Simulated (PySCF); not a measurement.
# C10H11F3O2: NMR shifts at several levels of theory, part 2 of 2

PySCF 2.14.0. Atoms count from 0.

### 6 NMR shieldings: KT2/pcSseg-1

What the job is given:

```
{"job": {"kind": "nmr", "xc": "KT2", "basis": "pcSseg-1", "pop": false}, "charge": 0, "multiplicity": 1}
C      4.715891     0.967648    -0.445818
O      4.018988     0.168544     0.467772
C      2.741778    -0.163969     0.197346
C      2.054639     0.213469    -0.961128
C      0.729280    -0.184385    -1.136533
C      0.067186    -0.948858    -0.179227
C     -1.382342    -1.339192    -0.346817
O     -1.630912    -2.652404     0.095639
C     -2.345591    -0.470879     0.458261
C     -2.395368     0.977895     0.055297
F     -1.292173     1.649633     0.394716
F     -2.551007     1.120290    -1.270803
F     -3.427162     1.593701     0.642003
C      0.770354    -1.328728     0.972618
C      2.088372    -0.946237     1.161371
H      4.229116     1.948801    -0.587947
H      5.717252     1.126346    -0.026071
H      4.816329     0.476307    -1.429957
H      2.538020     0.815395    -1.730687
H      0.197062     0.124470    -2.040625
H     -1.647784    -1.225389    -1.416137
H     -0.968191    -3.223431    -0.308206
H     -3.359377    -0.880405     0.339943
H     -2.090174    -0.516893     1.527144
H      0.267588    -1.942782     1.724251
H      2.645254    -1.235999     2.054414
```

Method: GIAO KT2/pcSseg-1 NMR shielding, non-relativistic, gas phase.

The log of the run:

```text
coarse grid: 23112 points
cycle   1  E = -849.9596909268  dE =  2.385e+00  |g| = 1.414e+00  |ddm| = 4.924e+00
cycle   2  E = -849.1778911751  dE =  7.818e-01  |g| = 2.558e+00  |ddm| = 3.936e+00
cycle   3  E = -850.2823036785  dE = -1.104e+00  |g| = 3.006e-01  |ddm| = 3.086e+00
cycle   4  E = -850.2984259862  dE = -1.612e-02  |g| = 1.611e-01  |ddm| = 5.235e-01
cycle   5  E = -850.3036750258  dE = -5.249e-03  |g| = 7.133e-02  |ddm| = 2.376e-01
cycle   6  E = -850.3050224082  dE = -1.347e-03  |g| = 1.540e-02  |ddm| = 9.241e-02
cycle   7  E = -850.3050725309  dE = -5.012e-05  |g| = 7.325e-03  |ddm| = 2.153e-02
cycle   8  E = -850.3050847763  dE = -1.225e-05  |g| = 1.633e-03  |ddm| = 8.200e-03
cycle   9  E = -850.3050852190  dE = -4.427e-07  |g| = 8.205e-04  |ddm| = 2.674e-03
final grid: 228400 points
cycle  10  E = -850.5161618960  dE = -5.239e-04  |g| = 4.212e-02  |ddm| = 1.568e-01
cycle  11  E = -850.5156274682  dE =  5.344e-04  |g| = 7.147e-02  |ddm| = 7.408e-02
cycle  12  E = -850.5164337821  dE = -8.063e-04  |g| = 4.840e-03  |ddm| = 4.908e-02
cycle  13  E = -850.5164389450  dE = -5.163e-06  |g| = 1.993e-03  |ddm| = 7.204e-03
cycle  14  E = -850.5164399534  dE = -1.008e-06  |g| = 6.799e-04  |ddm| = 2.771e-03
cycle  15  E = -850.5164400795  dE = -1.261e-07  |g| = 1.601e-04  |ddm| = 9.493e-04
cycle  16  E = -850.5164400832  dE = -3.726e-09  |g| = 9.485e-05  |ddm| = 2.490e-04
cycle  17  E = -850.5164400854  dE = -2.133e-09  |g| = 1.870e-05  |ddm| = 1.208e-04
cycle  18  E = -850.5164400854  dE = -7.594e-11  |g| = 8.751e-06  |ddm| = 3.083e-05
converged SCF energy = -850.5164400854

GIAO shielding tensors (ppm)
atom      isotropic    diamagn.    paramagn.     s11        s22        s33       span
  0 C      129.086     244.415    -115.330    100.547    110.107    176.604     76.057
  1 O      217.364     391.989    -174.625    111.443    259.635    281.015    169.572
  2 C       27.400     263.812    -236.412    -40.213     12.258    110.155    150.369
  3 C       81.612     261.131    -179.519      1.470     66.768    176.600    175.130
  4 C       59.517     254.774    -195.257    -35.618     53.361    160.807    196.426
  5 C       52.675     265.250    -212.575    -25.161     21.053    162.134    187.295
  6 C      110.054     245.564    -135.509     90.654    101.294    138.215     47.561
  7 O      252.331     389.210    -136.880    190.095    265.509    301.387    111.292
  8 C      137.474     252.499    -115.025    117.535    138.902    155.986     38.451
  9 C       52.921     244.002    -191.082     51.190     52.344     55.228      4.038
 10 F      233.723     483.039    -249.316    154.157    242.980    304.032    149.875
 11 F      243.895     478.255    -234.360    154.048    255.584    322.054    168.006
 12 F      231.828     470.456    -238.628    148.158    218.619    328.707    180.549
 13 C       63.552     252.244    -188.692    -34.653     49.089    176.219    210.872
 14 C       69.555     255.065    -185.509    -10.472     60.611    158.527    168.998
 15 H       27.634      29.568      -1.934     24.271     25.412     33.220      8.949
 16 H       27.143      24.292       2.851     22.876     25.625     32.928     10.052
 17 H       27.629      26.799       0.829     24.146     25.342     33.398      9.252
 18 H       24.860      34.388      -9.528     20.481     25.004     29.094      8.613
 19 H       24.185      35.293     -11.108     20.795     23.204     28.557      7.762
 20 H       26.371      33.054      -6.684     23.587     26.054     29.471      5.883
 21 H       30.798      33.028      -2.230     23.332     28.349     40.713     17.381
 22 H       28.669      28.047       0.622     24.398     28.687     32.921      8.523
 23 H       29.262      31.900      -2.638     26.248     29.558     31.981      5.734
 24 H       23.691      33.786     -10.095     19.553     22.616     28.903      9.350
 25 H       24.277      31.380      -7.102     20.247     25.109     27.476      7.229
```

It took 2.8 min on 8 threads of AMD EPYC (Zen 3), shared host.

This run: δ C2 155.8, C5 130.5, C9 130.3, C4 121.7, H19 7.24, H18 6.61 ppm (means over like atoms).

### 7 NMR shieldings: HF/pcSseg-1

Settings changed since step 6:

```diff
@@ -1,2 +1,2 @@
-{"job": {"kind": "nmr", "xc": "KT2", "basis": "pcSseg-1", "pop": false}, "charge": 0, "multiplicity": 1}
+{"job": {"kind": "nmr", "xc": "HF", "basis": "pcSseg-1", "pop": false}, "charge": 0, "multiplicity": 1}
 C      4.715891     0.967648    -0.445818
```

Method: GIAO HF/pcSseg-1 NMR shielding, non-relativistic, gas phase.

The log of the run:

```text
final grid: 228400 points
cycle   1  E = -832.6750069880  dE =  4.089e+00  |g| = 1.197e+00  |ddm| = 4.762e+00
cycle   2  E = -832.9259227416  dE = -2.509e-01  |g| = 6.864e-01  |ddm| = 1.301e+00
cycle   3  E = -833.0026980749  dE = -7.678e-02  |g| = 1.139e-01  |ddm| = 5.356e-01
cycle   4  E = -833.0064441838  dE = -3.746e-03  |g| = 3.119e-02  |ddm| = 1.658e-01
cycle   5  E = -833.0067171812  dE = -2.730e-04  |g| = 8.839e-03  |ddm| = 4.478e-02
cycle   6  E = -833.0067423109  dE = -2.513e-05  |g| = 3.384e-03  |ddm| = 1.226e-02
cycle   7  E = -833.0067476638  dE = -5.353e-06  |g| = 1.046e-03  |ddm| = 4.990e-03
cycle   8  E = -833.0067485798  dE = -9.160e-07  |g| = 4.225e-04  |ddm| = 2.171e-03
cycle   9  E = -833.0067488059  dE = -2.261e-07  |g| = 2.164e-04  |ddm| = 1.129e-03
cycle  10  E = -833.0067488609  dE = -5.495e-08  |g| = 1.030e-04  |ddm| = 5.809e-04
cycle  11  E = -833.0067488750  dE = -1.409e-08  |g| = 3.456e-05  |ddm| = 3.572e-04
cycle  12  E = -833.0067488763  dE = -1.283e-09  |g| = 1.207e-05  |ddm| = 1.176e-04
cycle  13  E = -833.0067488764  dE = -8.890e-11  |g| = 4.041e-06  |ddm| = 2.714e-05
converged SCF energy = -833.0067488764

GIAO shielding tensors (ppm)
atom      isotropic    diamagn.    paramagn.     s11        s22        s33       span
  0 C      140.823     238.569     -97.746    118.638    122.964    180.868     62.231
  1 O      269.942     395.259    -125.317    175.031    312.199    322.595    147.563
  2 C       23.590     260.998    -237.408    -78.369     16.758    132.380    210.749
  3 C       78.638     260.767    -182.129    -14.589     63.444    187.057    201.646
  4 C       51.190     254.278    -203.089    -65.746     43.629    175.685    241.431
  5 C       52.470     265.718    -213.249    -44.250     23.461    178.198    222.448
  6 C      129.299     239.170    -109.871    110.587    121.509    155.800     45.214
  7 O      285.331     391.729    -106.398    217.009    290.130    348.853    131.843
  8 C      148.782     247.117     -98.335    130.716    149.725    165.906     35.190
  9 C       77.474     238.768    -161.294     70.890     73.626     87.906     17.016
 10 F      291.463     480.388    -188.925    208.158    307.187    359.046    150.888
 11 F      299.850     475.834    -175.984    208.264    317.310    373.977    165.713
 12 F      289.410     468.561    -179.151    202.229    287.385    378.616    176.387
 13 C       53.121     252.928    -199.806    -66.611     38.438    187.538    254.149
 14 C       66.016     255.849    -189.833    -30.722     57.246    171.522    202.244
 15 H       28.309      28.097       0.212     24.429     26.401     34.096      9.667
 16 H       27.712      24.994       2.718     22.673     26.015     34.447     11.774
 17 H       28.317      26.402       1.915     24.390     26.254     34.307      9.917
 18 H       25.010      34.372      -9.362     19.777     25.529     29.722      9.945
 19 H       24.165      34.585     -10.419     20.266     23.200     29.030      8.763
 20 H       27.235      32.311      -5.076     24.253     26.526     30.925      6.672
 21 H       30.735      32.921      -2.185     22.137     27.635     42.434     20.297
 22 H       29.145      28.206       0.940     24.123     28.878     34.436     10.313
 23 H       29.618      30.515      -0.898     25.846     29.696     33.311      7.465
 24 H       23.675      33.265      -9.589     19.039     22.586     29.401     10.362
 25 H       24.287      31.520      -7.232     19.324     25.458     28.079      8.755
```

Wall time 2 min (8 threads of AMD EPYC (Zen 3), shared host).

Key values: δ C2 167.3, C4 138.7, C5 138.4, C3 118.5, H19 7.77, H18 7.04 ppm (means over like atoms).

### 8 Side by side: NMR shifts

Shifts (ppm) of some atoms, chosen among heavy atoms and hydrogens apart, means over like atoms, with basis size and wall time:

| run | C4 | C9 | H19 | H21 | O1 | O7 | F10 | functions | time |
| --- | --- | --- | --- | --- | --- | --- | --- | --- | --- |
| PBE0/pcSseg-1 | 133.3 | 130.4 | 7.55 | 0.50 | 105.4 | 69.1 | -75.7 | 310 | 3.6 min |
| PBE/pcSseg-1 | 130.0 | 135.6 | 7.39 | 0.34 | 123.5 | 81.2 | -91.2 | 310 | 2.8 min |
| wB97X-D/pcSseg-1 | 135.1 | 130.4 | 7.58 | 0.53 | 96.5 | 64.5 | -68.8 | 310 | 4.3 min |
| KT2/pcSseg-1 | 121.7 | 130.3 | 7.24 | 0.38 | 113.3 | 78.3 | -97.9 | 310 | 2.8 min |
| HF/pcSseg-1 | 138.7 | 113.4 | 7.77 | 0.95 | 63.4 | 48.0 | -47.2 | 310 | 2 min |

### 9 Summary of results

This closing draws on all 2 parts.

| quantity | value |
| --- | --- |
| point group | C1 |
| rotational constants (main isotopes) | 1.06, 0.33, 0.28 GHz |
| ¹³C shifts against TMS (PBE0/pcSseg-1, means over atoms taken as alike) | 165.2, 139.2, 133.3, 130.4, 117.4, 71.2, 54.0, 45.6 ppm |
| ¹H shifts against TMS (PBE0/pcSseg-1, means over atoms taken as alike) | 7.55, 6.89, 4.75, 3.68, 2.52, 1.99, 0.50 ppm |
| ¹⁷O shifts against H2O (PBE0/pcSseg-1) | 105.4, 69.1 ppm |
| ¹⁹F shifts against CFCl3 (PBE0/pcSseg-1, means over atoms taken as alike) | -75.7 ppm |
| range of the shift of O1 | 63.4 to 123.5 ppm |

What this shows: Single values in the summary come from the first run of each kind that ended normally (PBE0/pcSseg-1), which need not be the best level. Relaxing lowered the energy by 0.070 eV in 8 steps; the close pair that moved most is C14–H25, from 1.078 to 1.092 Å. At PBE0/pcSseg-1: Shielding is most anisotropic at C4, C13 (span 228 ppm, paramagnetic term -202 ppm). NICS(1)zz of -26 ppm above the planar ring from C2 marks a diatropic (aromatic) ring current. Across the 5 runs the shift of O1 moves most, between 63.4 (HF/pcSseg-1) and 123.5 ppm (PBE/pcSseg-1).
